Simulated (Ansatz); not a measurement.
# Yb3Si (antiAuCu3): response to moved atoms and strain

How does Yb3Si (antiAuCu3) push back when it is distorted? Each run changes the relaxed cell in one way. The cell was built by placing the elements on the sites of a structure type; the runs don't test whether it is the stable form.

Computed with Ansatz 0.2.0 (DFT PBEsol, scalar-relativistic, plane waves, PAW, unless a step's input says otherwise).

## (1) The structure to begin with

It takes space group Pm-3m (No. 221, cubic). Conventional cell: a = 4.562 Å, b = 4.562 Å, c = 4.562 Å, α = 90.00°, β = 90.00°, γ = 90.00°. Around Yb (site symmetry 4/mmm) lie 8 Yb at 3.23 Å and 4 Si at 3.23 Å. Si (site symmetry m-3m) is surrounded by 12 Yb at 3.23 Å.

Structure file:

```
Yb Si
1.0
     4.56174    0.00000    0.00000
     0.00000    4.56174    0.00000
     0.00000    0.00000    4.56174
Yb Si
3 1
Direct
  0.00000 0.50000 0.50000
  0.50000 0.50000 0.00000
  0.50000 0.00000 0.50000
  0.00000 0.00000 0.00000
```

This cell comes from an earlier session at PBEsol: 23.732 Å³/atom at -0.02 GPa, on a 6×6×6 mesh.

The changes: atom 3 (Yb) moved 0.02 Å along z; strain e3 = -0.02, atoms carried along.

## (2) Atom 3 (Yb) moved 0.02 Å along z

Contents of input.yaml:

```yaml
crystal:
  lattice:
    - [4.5617438118, 0.0, 0.0]
    - [0.0, 4.5617438118, 0.0]
    - [0.0, 0.0, 4.5617438118]
  atoms:
    - { symbol: Yb, position: [0.0, 0.5, 0.5] }
    - { symbol: Yb, position: [0.5, 0.5, 0.0] }
    - { symbol: Yb, position: [0.5, 0.0, 0.5043842883] }
    - { symbol: Si, position: [0.0, 0.0, 0.0] }
basis:
  ecutwfc: 420
  ecutrho_ratio: 4
kpoints:
  mp_grid: { grid: [6, 6, 6] }
hamiltonian:
  xc: pbesol
scf:
  occupations: { method: gaussian, width: 0.05 }
output:
  forces: true
  stress: true
  eigenvalues: true
```

The runs that follow: Strain e3 = -0.02, atoms carried along.

Before running it: what results should come out? Wanted: for each run, change; change of free energy; largest force; largest change of stress.

**Answer**, as computed:

| change | change of free energy (meV/atom) | largest force (eV/Å) | largest change of stress (GPa) |
| --- | --- | --- | --- |
| atom 3 (Yb) moved 0.02 Å along z | 0.16 | 0.062 | 0.00 |
| strain e3 = -0.02, atoms carried along | 2.40 | 0.000 | 1.69 |

Moving atom 3 by 0.02 Å meets a restoring force of 0.062 eV/Å along the move, a force constant of about 3.1 eV/Å². The strain e3 = -0.02 changes that stress component by +1.69 GPa (compression positive), a ratio of 84 GPa; that is a secant over a finite strain with the atoms carried along, not the elastic constant. No change lowers the energy by more than 0.5 meV/atom; other distortions weren't tried. Spin polarisation wasn't allowed in this run. No U acts on the 4f shell, so its levels can lie too near the Fermi level. Spin–orbit coupling is left out, though the cell holds Yb; it splits the 4f levels.
